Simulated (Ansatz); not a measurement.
# LaCd3Co2: the cost of one run

Computed with Ansatz 0.2.0 (reference: DFT r2SCAN, plane waves, PAW, scalar-relativistic, no spin polarisation, unless a step's input says otherwise).

## 1. The starting structure

The structure is hexagonal, space group P6/mmm (No. 191). The conventional cell has a = 5.582 Å, b = 5.582 Å, c = 4.534 Å, α = 90.00°, β = 90.00°, γ = 120.00°. Co (site symmetry -6m2) is surrounded by 6 Cd at 2.78 Å. Around La (site symmetry 6/mmm) lie 6 Co at 3.22 Å and 12 Cd at 3.60 Å. Cd (site symmetry mmm) is surrounded by 4 Co at 2.78 Å and 4 Cd at 2.79 Å.

As a file:

```xyz
6
Lattice="2.7908 4.8337 0.0000 -2.7908 4.8337 0.0000 0.0000 0.0000 4.5344" Properties=species:S:1:pos:R:3 pbc="T T T"
Co   -0.0003    3.2227    0.0000
Co   -0.0003    6.4448    0.0000
La    0.0000    0.0000    0.0000
Cd    0.0000    4.8337    2.2672
Cd    1.3954    2.4169    2.2672
Cd   -1.3954    2.4169    2.2672
```

## 2. Baseline

The input, input.yaml:

```yaml
crystal:
  lattice:
    - [2.79076, 4.833737, 0.0]
    - [-2.79076, 4.833737, 0.0]
    - [0.0, 0.0, 4.534421]
  atoms:
    - { symbol: Co, position: [0.3333, 0.3334, 0.0] }
    - { symbol: Co, position: [0.6666, 0.6667, 0.0] }
    - { symbol: La, position: [0.0, 0.0, 0.0] }
    - { symbol: Cd, position: [0.5, 0.5, 0.5] }
    - { symbol: Cd, position: [0.5, 0.0, 0.5] }
    - { symbol: Cd, position: [0.0, 0.5, 0.5] }
  symmetry: { tolerance: 0.0003 }
kpoints:
  mp_grid: { grid: [4, 4, 4], shift: [0, 0, 0] }
magnetization:
  spin_polarized: false
scf:
  occupations: { method: fermi_dirac }
hamiltonian:
  pseudopotentials: { kind: paw }
  xc: r2scan
basis:
  ecutwfc: 500
output:
  forces: true
  stress: true
  eigenvalues: true
relax:
  max_steps: 40
  cell: {}
```

Started as:

```
ansatz run input.yaml --threads 1 --pin off --max-ram 2560MiB --backend cpu --events-out ev --progress --plain --runs-dir out
```

Q: Estimate wall time and peak memory on 1 thread of Intel Xeon 6975P-C (Granite Rapids), shared host.

About 41 s, with a peak of 0.86 GiB.
